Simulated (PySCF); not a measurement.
# O2SiH2 in PySCF: further runs

One molecule, O2SiH2, is run at these levels: PBE, B97-D+D4, TPSSh+D3(OP), TPSS+D4; tasks: atomic charges.

Program: PySCF 2.14.0. These are calculated values, not measurements. Logs are shortened: lines on timing, memory, paths and dates and some standing lists are left out, and cuts for length are marked.

## (1) The cell of the first run

The cell holds a molecule in a box, 5 atoms: a = 13.000 Å, b = 11.000 Å, c = 11.000 Å, α = 90.00°, β = 90.00°, γ = 90.00°.

## (2) Atomic charges, PBE (atoms moved at random, drawn with an rms of 0.05 Å)

run.py

```python
import json
import numpy as np
from pyscf.pbc import gto, scf, dft, df

cell = gto.Cell()
cell.basis = 'def2-svp'
cell.fromfile('SiH2O2.xyz')
cell.exp_to_discard = 0
cell.precision = 1e-08
cell.max_memory = 2520  # MB
cell.verbose = 4
cell.build()

res = {}
kpts = cell.make_kpts([1, 1, 1])
mf = dft.KRKS(cell, kpts, xc='pbe')
mf = mf.density_fit()
mf.with_df._cderi_to_save = 'cderi.h5'
mf.with_df.build(j_only=False)
mf.conv_tol = 1e-07
mf.max_cycle = 60

mf.kernel()
res.update(converged=bool(mf.converged), e_tot=mf.e_tot, nelec=cell.nelectron, nao=cell.nao, mesh=list(map(int, cell.mesh)), a=cell.lattice_vectors().tolist(), coords=cell.atom_coords().tolist(),
           mo_energy=[np.real(x).tolist() for x in mf.mo_energy], mo_occ=[np.real(x).tolist() for x in mf.mo_occ])
res.update(kpts=cell.get_scaled_kpts(kpts).tolist())
res['parts'] = {k: float(np.real(v)) for k, v in mf.scf_summary.items() if np.isscalar(v)}
json.dump(res, open('results.json', 'w'))
if not mf.converged:
    raise SystemExit('SCF not converged')

print('levels (eV)')
for i, kp in enumerate(res['kpts'][:40]):
    print('k %7.4f %7.4f %7.4f  ' % tuple(kp), ' '.join('%.3f' % (x * 27.211386) for x in res['mo_energy'][i][:21]))

# Mulliken populations
dm, s = np.asarray(mf.make_rdm1()), np.asarray(mf.get_ovlp())
sites = cell.aoslice_by_atom()[:, 2:]
tot = np.einsum('kij,kji->i', dm, s).real / len(kpts)
res['mulliken'] = [cell.atom_charge(i) - tot[a0:a1].sum() for i, (a0, a1) in enumerate(sites)]
print('Mulliken charges', np.round(res['mulliken'], 5))
res['meta_lowdin'] = mf.mulliken_meta()[1].tolist()

# density on a uniform mesh
grids = dft.gen_grid.UniformGrids(cell)
grids.mesh = [67, 57, 57]
grids.build()
ni = dft.numint.KNumInt()
rho = [ni.get_rho(cell, x, grids, kpts) for x in [dm]]
np.save('rho.npy', np.reshape(rho, (-1, *grids.mesh)))
res['done'] = True
json.dump(res, open('results.json', 'w'))
```

SiH2O2.xyz

```xyz
5
Lattice="13.0000000000 0.0000000000 0.0000000000 0.0000000000 11.0000000000 0.0000000000 0.0000000000 0.0000000000 11.0000000000" Properties=species:S:1:pos:R:3 pbc="T T T"
O      4.8784190000      5.4519960000      5.3593980000
Si     6.0715200000      4.8053830000      6.2407620000
O      7.3642530000      5.7713370000      5.7436720000
H      5.0265020000      6.2778760000      4.7972210000
H      8.1603860000      5.5409200000      6.0822190000
```

Potentials or basis: def2-svp (all-electron).

Started as:

```
OMP_NUM_THREADS=2 python -u run.py > log
```

Standard output:

```text
Discarded 0 diffused primitive functions, 0 contracted functions

******** <class 'pyscf.pbc.df.df.GDF'> ********
auxbasis = def2-universal-jfit
exp_to_discard = 0
len(kpts) = 1
Drop 0 primitive fitting functions
make aux basis, num shells = 57, num cGTOs = 171
auxcell.rcut 19.86578582142299

******** <class 'pyscf.pbc.df.rsdf_builder._RSGDFBuilder'> ********
mesh = [37 33 33] (40293 PWs)
ke_cutoff = 10.597180034677807
omega = 0.39363753820753167
exclude_d_aux = True
exclude_dd_block = True
j2c_eig_always = False
has_long_range = True

******** <class 'pyscf.pbc.dft.krks.KRKS'> ********
method = KRKS
initial guess = minao
damping factor = 0
level_shift factor = 0
DIIS = <class 'pyscf.scf.diis.CDIIS'>
diis_start_cycle = 1
diis_space = 8
diis_damp = 0
SCF conv_tol = 1e-07
SCF conv_tol_grad = None
SCF max_cycles = 60
direct_scf = True
direct_scf_tol = 1e-13

******** PBC SCF flags ********
N kpts = 1
Exchange divergence treatment (exxdiv) = ewald
    madelung (= occupied orbital energy shift) = 0.12785599907141473
    Total energy shift due to Ewald probe charge = -1/2 * Nelec*madelung = -2.04569598514
DF object = <pyscf.pbc.df.df.GDF object>
XC functionals = pbe
small_rho_cutoff = 0
radial grids:
    Treutler-Ahlrichs [JCP 102, 346 (1995); DOI:10.1063/1.469408] (M4) radial grids

becke partition: Becke, JCP 88, 2547 (1988); DOI:10.1063/1.454033
pruning grids: <function nwchem_prune>
grids dens level: 3
symmetrized grids: False
atomic radii adjust function: <function treutler_atomic_radii_adjust>
Set gradient conv threshold to 0.000316228

******** <class 'pyscf.pbc.df.rsdf_builder._RSNucBuilder'> ********
mesh = [45 39 39] (68445 PWs)
ke_cutoff = 15.830355360444626
omega = 0.5009322609352015
exclude_d_aux = False
exclude_dd_block = True
j2c_eig_always = False
has_long_range = True
tot grids = 66942
cell vol = 10615.1302  sum(weights) = 10737.4917
nelec by numeric integration = 31.99999758680558
init E= -441.046272087081
  HOMO = -0.239820511726  LUMO = -0.0805275452459  gap/eV = 4.33458
nelec by numeric integration = 31.999996512305607
cycle= 1 E= -440.440125818938  delta_E= 0.606  |g|=  1.1  |ddm|= 2.25
  HOMO = -0.0636108293129  LUMO = 0.025295866833  gap/eV = 2.41927
nelec by numeric integration = 31.999997871734553
cycle= 2 E= -439.307026260321  delta_E= 1.13  |g|= 2.49  |ddm|= 2.42
  HOMO = -0.181915933264  LUMO = -0.035514901192  gap/eV = 3.98377
nelec by numeric integration = 31.999996725656466
cycle= 3 E= -440.662364426535  delta_E= -1.36  |g|= 0.177  |ddm|= 1.92
  HOMO = -0.206479664708  LUMO = -0.0561715534239  gap/eV = 4.09009
nelec by numeric integration = 31.999996647858374
cycle= 4 E= -440.665978922124  delta_E= -0.00361  |g|= 0.177  |ddm|= 0.386
  HOMO = -0.20643248207  LUMO = -0.0534506009291  gap/eV = 4.16285
nelec by numeric integration = 31.999996745561177
cycle= 5 E= -440.67187346084  delta_E= -0.00589  |g|= 0.0576  |ddm|= 0.155
  HOMO = -0.200604970229  LUMO = -0.0496432447906  gap/eV = 4.10788
nelec by numeric integration = 31.99999670643582
cycle= 6 E= -440.672659834512  delta_E= -0.000786  |g|= 0.00645  |ddm|= 0.064
  HOMO = -0.200650294026  LUMO = -0.0498823715072  gap/eV = 4.10260
nelec by numeric integration = 31.99999670728353
cycle= 7 E= -440.672670107818  delta_E= -1.03e-05  |g|= 0.00111  |ddm|= 0.00783
  HOMO = -0.200710579128  LUMO = -0.04989022212  gap/eV = 4.10403
nelec by numeric integration = 31.99999670745122
cycle= 8 E= -440.672670393233  delta_E= -2.85e-07  |g|= 0.00015  |ddm|= 0.00122
  HOMO = -0.200709400234  LUMO = -0.0498878850583  gap/eV = 4.10406
nelec by numeric integration = 31.99999670724754
cycle= 9 E= -440.672670399431  delta_E= -6.2e-09  |g|= 3.81e-05  |ddm|= 0.000257
  HOMO = -0.200710321401  LUMO = -0.0498883872812  gap/eV = 4.10407
nelec by numeric integration = 31.99999670732435
Extra cycle  E= -440.672670398725  delta_E= 7.05e-10  |g|= 6.31e-05  |ddm|= 0.000154
converged SCF energy = -440.672670398725
levels (eV)
k  0.0000  0.0000  0.0000   -1779.917 -510.384 -510.108 -137.706 -94.629 -94.590 -94.464 -24.794 -24.039 -13.623 -12.476 -8.976 -8.426 -8.059 -7.262 -5.462 -1.358 0.474 1.194 2.751 3.265
Mulliken charges [-0.33789  0.33165 -0.33306  0.1944   0.1449 ]
 ** Mulliken pop on meta-lowdin orthogonal AOs **
 ** Mulliken pop  **
pop of  0 O 1s            1.99993
pop of  0 O 2s            1.62747
pop of  0 O 3s            0.00272
pop of  0 O 2px           1.81008
pop of  0 O 2py           1.53268
pop of  0 O 2pz           1.62592
pop of  0 O 3px           0.00151
pop of  0 O 3py           0.00308
pop of  0 O 3pz           0.00241
pop of  0 O 3dxy          0.00135
pop of  0 O 3dyz          0.00123
pop of  0 O 3dz^2         0.00039
pop of  0 O 3dxz          0.00161
pop of  0 O 3dx2-y2       0.00147
pop of  1 Si 1s           1.99999
pop of  1 Si 2s           1.99975
pop of  1 Si 3s           1.64039
pop of  1 Si 4s           0.02038
pop of  1 Si 2px          1.99978
pop of  1 Si 2py          1.99981
pop of  1 Si 2pz          1.99981
pop of  1 Si 3px          0.39891
pop of  1 Si 3py          0.65409
pop of  1 Si 3pz          0.59194
pop of  1 Si 4px          0.01003
pop of  1 Si 4py          0.00322
pop of  1 Si 4pz          0.00287
pop of  1 Si 3dxy         0.01130
pop of  1 Si 3dyz         0.00684
pop of  1 Si 3dz^2        0.00891
pop of  1 Si 3dxz         0.01146
pop of  1 Si 3dx2-y2      0.01045
pop of  2 O 1s            1.99992
pop of  2 O 2s            1.61643
pop of  2 O 3s            0.00466
pop of  2 O 2px           1.44410
pop of  2 O 2py           1.79080
pop of  2 O 2pz           1.78041
pop of  2 O 3px           0.00652
pop of  2 O 3py           0.00207
pop of  2 O 3pz           0.00224
pop of  2 O 3dxy          0.00173
pop of  2 O 3dyz          0.00159
pop of  2 O 3dz^2         0.00111
pop of  2 O 3dxz          0.00195
pop of  2 O 3dx2-y2       0.00162
pop of  3 H 1s            0.67649
pop of  3 H 2s            0.01245
pop of  3 H 2px           0.00109
pop of  3 H 2py           0.00136
pop of  3 H 2pz           0.00119
pop of  4 H 1s            0.65036
pop of  4 H 2s            0.01591
pop of  4 H 2px           0.00115
pop of  4 H 2py           0.00150
pop of  4 H 2pz           0.00155
 ** Mulliken atomic charges  **
charge of    0O =     -0.61186
charge of    1Si =      0.63006
charge of    2O =     -0.65513
charge of    3H =      0.30741
charge of    4H =      0.32952
```

It took 14 s on 2 threads of Arm Neoverse N1, shared host; peak memory 1.8 GiB.

Results:

```yaml
Free_energy: -11991.3142 eV
Gap_between_the_frontier_levels: 4.10 eV
Meta-löwdin_charges: O -0.61, -0.66; Si +0.63; H +0.31, +0.33 e
```

Levels at points of the mesh, in eV from the valence-band top:
```tsv
k point	band 12	band 13	band 14	band 15	band 16	band 17	band 18	band 19	band 20	band 21
(0.00, 0.00, 0.00)	-3.51	-2.96	-2.60	-1.80	0.00	4.10	5.94	6.66	8.21	8.73
```

Caveat: this is a molecule in a periodic box at the Γ point, so its band gap is the HOMO-LUMO gap; population charges move with the basis; the basis of atomic orbitals isn't converged, which shifts pressures, moduli and gaps.

## (3) Atomic charges, B97-D+D4 (atoms moved at random, drawn with an rms of 0.05 Å)

Changes to run.py since step 2:

```diff
@@ -14,7 +14,11 @@
 res = {}
+from pyscf.dispersion import dftd4
+d = dftd4.DFTD4Dispersion(cell, xc='b97d', atm=True).get_dispersion(grad=True)
+print('dispersion energy = %.10f' % d['energy'])
+res['e_disp'] = float(d['energy'])
+
 kpts = cell.make_kpts([1, 1, 1])
-mf = dft.KRKS(cell, kpts, xc='pbe')
+mf = dft.KRKS(cell, kpts, xc='GGA_XC_B97_D')
 mf = mf.density_fit()
-mf.with_df._cderi_to_save = 'cderi.h5'
-mf.with_df.build(j_only=False)
+mf.with_df._cderi = 'cderi.h5'  # three-centre integrals saved by an earlier run on this cell, basis and mesh
 mf.conv_tol = 1e-07
@@ -42,10 +46,2 @@
 res['meta_lowdin'] = mf.mulliken_meta()[1].tolist()
-
-# density on a uniform mesh
-grids = dft.gen_grid.UniformGrids(cell)
-grids.mesh = [67, 57, 57]
-grids.build()
-ni = dft.numint.KNumInt()
-rho = [ni.get_rho(cell, x, grids, kpts) for x in [dm]]
-np.save('rho.npy', np.reshape(rho, (-1, *grids.mesh)))
 res['done'] = True
```

SiH2O2.xyz is that of step 2.

Potentials or basis: def2-svp (all-electron).

Started as:

```
OMP_NUM_THREADS=2 python -u run.py > log
```

Run time: 7 s. Hardware: 2 threads of Arm Neoverse N1, shared host; peak memory 1.8 GiB.

It converged, with:

```
Free energy                     : -11997.3710 eV
Gap between the frontier levels : 4.17 eV
Meta-löwdin charges             : O -0.63, -0.67; Si +0.66; H +0.31, +0.33 e
Dispersion energy per atom      : -0.068 eV
```

Levels at points of the mesh, in eV from the valence-band top:
| k point | band 13 | band 14 | band 15 | band 16 | band 17 | band 18 | band 19 | band 20 |
| --- | --- | --- | --- | --- | --- | --- | --- | --- |
| (0.00, 0.00, 0.00) | -2.97 | -2.64 | -1.84 | 0.00 | 4.17 | 6.04 | 6.79 | 8.31 |

Caveat: this is a molecule in a periodic box at the Γ point, so its band gap is the HOMO-LUMO gap; the energy listed adds the dispersion energy to the SCF energy of the log; population charges move with the basis; the basis of atomic orbitals isn't converged, which shifts pressures, moduli and gaps.

## (4) Atomic charges, TPSSh+D3(OP) (atoms moved at random, drawn with an rms of 0.05 Å)

Changes to run.py since step 3:

```diff
@@ -14,4 +14,4 @@
 res = {}
-from pyscf.dispersion import dftd4
-d = dftd4.DFTD4Dispersion(cell, xc='b97d', atm=True).get_dispersion(grad=True)
+from pyscf.dispersion import dftd3
+d = dftd3.DFTD3Dispersion(cell, xc='tpssh', version='d3op', atm=False).get_dispersion(grad=True)
 print('dispersion energy = %.10f' % d['energy'])
@@ -20,3 +20,3 @@
 kpts = cell.make_kpts([1, 1, 1])
-mf = dft.KRKS(cell, kpts, xc='GGA_XC_B97_D')
+mf = dft.KRKS(cell, kpts, xc='tpssh', exxdiv='ewald')
 mf = mf.density_fit()
```

SiH2O2.xyz is that of step 3.

Potentials or basis: def2-svp (all-electron).

Started as:

```
OMP_NUM_THREADS=2 python -u run.py > log
```

Standard output:

```text
Discarded 0 diffused primitive functions, 0 contracted functions
dispersion energy = -0.0004810599

******** <class 'pyscf.pbc.dft.krks.KRKS'> ********
method = KRKS
initial guess = minao
damping factor = 0
level_shift factor = 0
DIIS = <class 'pyscf.scf.diis.CDIIS'>
diis_start_cycle = 1
diis_space = 8
diis_damp = 0
SCF conv_tol = 1e-07
SCF conv_tol_grad = None
SCF max_cycles = 60
direct_scf = True
direct_scf_tol = 1e-13

******** PBC SCF flags ********
N kpts = 1
Exchange divergence treatment (exxdiv) = ewald
    madelung (= occupied orbital energy shift) = 0.12785599907141473
    Total energy shift due to Ewald probe charge = -1/2 * Nelec*madelung = -2.04569598514
DF object = <pyscf.pbc.df.df.GDF object>
XC functionals = tpssh
small_rho_cutoff = 0
radial grids:
    Treutler-Ahlrichs [JCP 102, 346 (1995); DOI:10.1063/1.469408] (M4) radial grids

becke partition: Becke, JCP 88, 2547 (1988); DOI:10.1063/1.454033
pruning grids: <function nwchem_prune>
grids dens level: 3
symmetrized grids: False
atomic radii adjust function: <function treutler_atomic_radii_adjust>
Set gradient conv threshold to 0.000316228

******** <class 'pyscf.pbc.df.rsdf_builder._RSNucBuilder'> ********
mesh = [45 39 39] (68445 PWs)
ke_cutoff = 15.830355360444626
omega = 0.5009322609352015
exclude_d_aux = False
exclude_dd_block = True
j2c_eig_always = False
has_long_range = True
tot grids = 66942
cell vol = 10615.1302  sum(weights) = 10737.4917
nelec by numeric integration = 31.99999758680558
init E= -441.16427595295
  HOMO = -0.247448262285  LUMO = -0.0724826458894  gap/eV = 4.76106
nelec by numeric integration = 31.99999649613497
cycle= 1 E= -440.611639968192  delta_E= 0.553  |g|= 1.02  |ddm|= 2.22
  HOMO = -0.111820415208  LUMO = 0.0131772289948  gap/eV = 3.40136
nelec by numeric integration = 31.999997520289014
cycle= 2 E= -440.015939848883  delta_E= 0.596  |g|= 1.94  |ddm|= 1.93
  HOMO = -0.21023938351  LUMO = -0.0283703951063  gap/eV = 4.94891
nelec by numeric integration = 31.99999665379135
cycle= 3 E= -440.807532362153  delta_E= -0.792  |g|= 0.11  |ddm|=  1.4
  HOMO = -0.22750214017  LUMO = -0.0414607416711  gap/eV = 5.06244
nelec by numeric integration = 31.999996641984882
cycle= 4 E= -440.810103073672  delta_E= -0.00257  |g|= 0.0731  |ddm|= 0.204
  HOMO = -0.225676265522  LUMO = -0.0382850625599  gap/eV = 5.09917
nelec by numeric integration = 31.9999966822948
cycle= 5 E= -440.811047330334  delta_E= -0.000944  |g|= 0.0313  |ddm|= 0.0709
  HOMO = -0.222971130176  LUMO = -0.0364267698414  gap/eV = 5.07613
nelec by numeric integration = 31.99999666311404
cycle= 6 E= -440.811251244468  delta_E= -0.000204  |g|= 0.00255  |ddm|= 0.0267
  HOMO = -0.222986625371  LUMO = -0.0365081914065  gap/eV = 5.07434
nelec by numeric integration = 31.99999666325313
cycle= 7 E= -440.811252706419  delta_E= -1.46e-06  |g|= 0.000326  |ddm|= 0.00259
  HOMO = -0.223007783273  LUMO = -0.0365084058991  gap/eV = 5.07491
nelec by numeric integration = 31.99999666323646
cycle= 8 E= -440.811252728762  delta_E= -2.23e-08  |g|= 4.74e-05  |ddm|= 0.000364
  HOMO = -0.223014184459  LUMO = -0.0365145554298  gap/eV = 5.07491
nelec by numeric integration = 31.99999666319715
Extra cycle  E= -440.811252728736  delta_E= 2.56e-11  |g|= 4.83e-05  |ddm|= 8.99e-05
converged SCF energy = -440.811252728736
levels (eV)
k  0.0000  0.0000  0.0000   -1795.604 -518.690 -518.392 -141.552 -96.473 -96.413 -96.325 -26.578 -25.815 -14.564 -13.404 -9.876 -9.259 -8.971 -8.080 -6.069 -0.994 0.993 1.785 3.328 3.847
Mulliken charges [-0.39823  0.41585 -0.39001  0.21224  0.16015]
 ** Mulliken pop on meta-lowdin orthogonal AOs **
 ** Mulliken pop  **
pop of  0 O 1s            1.99995
pop of  0 O 2s            1.62955
pop of  0 O 3s            0.00243
pop of  0 O 2px           1.81600
pop of  0 O 2py           1.53989
pop of  0 O 2pz           1.63589
pop of  0 O 3px           0.00168
pop of  0 O 3py           0.00280
pop of  0 O 3pz           0.00239
pop of  0 O 3dxy          0.00137
pop of  0 O 3dyz          0.00124
pop of  0 O 3dz^2         0.00040
pop of  0 O 3dxz          0.00167
pop of  0 O 3dx2-y2       0.00150
pop of  1 Si 1s           1.99999
pop of  1 Si 2s           1.99982
pop of  1 Si 3s           1.62439
pop of  1 Si 4s           0.01937
pop of  1 Si 2px          1.99978
pop of  1 Si 2py          1.99981
pop of  1 Si 2pz          1.99980
pop of  1 Si 3px          0.38626
[... 16 lines left out ...]
pop of  2 O 3px           0.00577
pop of  2 O 3py           0.00239
pop of  2 O 3pz           0.00255
pop of  2 O 3dxy          0.00182
pop of  2 O 3dyz          0.00157
pop of  2 O 3dz^2         0.00110
pop of  2 O 3dxz          0.00204
pop of  2 O 3dx2-y2       0.00162
pop of  3 H 1s            0.67111
pop of  3 H 2s            0.01285
pop of  3 H 2px           0.00100
pop of  3 H 2py           0.00137
pop of  3 H 2pz           0.00117
pop of  4 H 1s            0.64741
pop of  4 H 2s            0.01667
pop of  4 H 2px           0.00119
pop of  4 H 2py           0.00143
pop of  4 H 2pz           0.00148
 ** Mulliken atomic charges  **
charge of    0O =     -0.63678
charge of    1Si =      0.67303
charge of    2O =     -0.68058
charge of    3H =      0.31250
charge of    4H =      0.33183
```

Wall time 8.4 s (2 threads of Arm Neoverse N1, shared host); peak memory 1.8 GiB.

Results:

```yaml
Free_energy: -11995.0983 eV
Gap_between_the_frontier_levels: 5.07 eV
Meta-löwdin_charges: O -0.64, -0.68; Si +0.67; H +0.31, +0.33 e
Dispersion_energy_per_atom: -0.003 eV
```

Levels at points of the mesh, in eV from the valence-band top:
```
           k point  band 14  band 15  band 16  band 17  band 18  band 19
(0.00, 0.00, 0.00)    -2.90    -2.01     0.00     5.07     7.06     7.85
```

Caveat: this is a molecule in a periodic box at the Γ point, so its band gap is the HOMO-LUMO gap; the energy listed adds the dispersion energy to the SCF energy of the log; population charges move with the basis; the basis of atomic orbitals isn't converged, which shifts pressures, moduli and gaps.

## (5) Atomic charges, TPSS+D4 (atoms moved at random, drawn with an rms of 0.05 Å)

Changes to run.py since step 4:

```diff
@@ -14,4 +14,4 @@
 res = {}
-from pyscf.dispersion import dftd3
-d = dftd3.DFTD3Dispersion(cell, xc='tpssh', version='d3op', atm=False).get_dispersion(grad=True)
+from pyscf.dispersion import dftd4
+d = dftd4.DFTD4Dispersion(cell, xc='tpss', atm=True).get_dispersion(grad=True)
 print('dispersion energy = %.10f' % d['energy'])
@@ -20,3 +20,3 @@
 kpts = cell.make_kpts([1, 1, 1])
-mf = dft.KRKS(cell, kpts, xc='tpssh', exxdiv='ewald')
+mf = dft.KRKS(cell, kpts, xc='tpss')
 mf = mf.density_fit()
```

SiH2O2.xyz is that of step 4.

Started as:

```
OMP_NUM_THREADS=2 python -u run.py > log
```

It took 8.8 s on 2 threads of Arm Neoverse N1, shared host; peak memory 1.8 GiB.

It converged, with:

| Item | Value |
| --- | --- |
| Free energy | -12000.5730 eV |
| Gap between the frontier levels | 4.27 eV |
| Meta-löwdin charges | O -0.62, -0.67; Si +0.65; H +0.31, +0.33 e |
| Dispersion energy per atom | -0.019 eV |

Levels at points of the mesh, in eV from the valence-band top:
| k point | band 13 | band 14 | band 15 | band 16 | band 17 | band 18 |
| --- | --- | --- | --- | --- | --- | --- |
| (0.00, 0.00, 0.00) | -2.97 | -2.64 | -1.80 | 0.00 | 4.27 | 6.24 |

Caveat: this is a molecule in a periodic box at the Γ point, so its band gap is the HOMO-LUMO gap; the energy listed adds the dispersion energy to the SCF energy of the log; population charges move with the basis; the basis of atomic orbitals isn't converged, which shifts pressures, moduli and gaps.

## (6) Overview

```csv
level,three-body dispersion term,three-centre integrals,exxdiv,gap on the mesh (eV)
PBE,-,-,-,4.10
B97-D+D4,yes,read from an earlier run's file,-,4.17
TPSSh+D3(OP),no,read from an earlier run's file,ewald,5.07
TPSS+D4,yes,read from an earlier run's file,-,4.27
```

Alike in all rows: task atomic charges; potentials or basis def2-svp (all-electron); no spin polarisation; cell atoms moved at random, drawn with an rms of 0.05 Å; k mesh 1 × 1 × 1; smearing fixed.

Caveats: this is a molecule in a periodic box at the Γ point, so its band gap is the HOMO-LUMO gap; the basis of atomic orbitals isn't converged, which shifts pressures, moduli and gaps.

Total energies depend on the potentials used, so only differences within one code and one set of settings carry meaning.
